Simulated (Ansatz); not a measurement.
# WSe: the cost of one run

Program: Ansatz 0.2.0. Level of theory: DFT PBE+U, scalar-relativistic, plane waves, PAW. These are calculated values, not measurements.

1 further run of the same task is left out (it didn't finish). Runs told in other sessions of the task aren't counted.

## 1. The system as given

It takes space group Pm-3m (No. 221, cubic). Conventional cell: a = 3.375 Å, b = 3.375 Å, c = 3.375 Å, α = 90.00°, β = 90.00°, γ = 90.00°. W (site symmetry m-3m) is surrounded by 8 Se at 2.92 Å. Se (site symmetry m-3m) is surrounded by 8 W at 2.92 Å.

As a file:

```cif
data_structure
_symmetry_space_group_name_H-M 'P 1'
_symmetry_Int_Tables_number 1
_cell_length_a 3.3747
_cell_length_b 4.7725
_cell_length_c 6.7493
_cell_angle_alpha 45.000
_cell_angle_beta 90.000
_cell_angle_gamma 90.000
_cell_volume 76.86
loop_
_atom_site_label
_atom_site_type_symbol
_atom_site_fract_x
_atom_site_fract_y
_atom_site_fract_z
_atom_site_occupancy
W1 W 0.00000 0.00000 0.00000 1
Se1 Se 0.50000 0.50000 0.00000 1
W2 W 0.00000 0.00000 0.50000 1
Se2 Se 0.50000 0.50000 0.50000 1
```

## 2. Volume dafm1: 0.86 V/V0

The input, input.yaml:

```yaml
crystal:
  lattice:
    - [3.3746749393, 0.0, 0.0]
    - [0.0, 3.3746749393, 3.3746749393]
    - [0.0, 0.0, 6.7493498786]
  atoms:
    - { symbol: W, position: [0.0, 0.0, 0.0], spin: 1.0 }
    - { symbol: Se, position: [0.5, 0.5, 0.0] }
    - { symbol: W, position: [0.0, 0.0, 0.5], spin: -1.0 }
    - { symbol: Se, position: [0.5, 0.5, 0.5] }
basis:
  ecutwfc: 420
kpoints:
  mp_grid: { grid: [12, 12, 6] }
hamiltonian:
  xc: pbe
  hubbard: { sites: [{ species: W, l: d, u_eff: 6.2 }] }
scf:
  occupations: { method: gaussian, width: 0.1 }
output:
  forces: true
  stress: true
  eigenvalues: true
  populations: true
magnetization:
  spin_polarized: true
```

Run with:

```console
> ansatz run input.yaml --threads 1 --pin off --max-ram 2560MiB --backend cpu --events-out ev --progress --plain --runs-dir out
```

**Question.** How long does this run take on 1 thread of Intel Xeon Platinum 8259CL at 2.50GHz (Skylake/Cascade Lake), shared host, and how much memory does it need?

About 51 s, with a peak of 0.94 GiB.
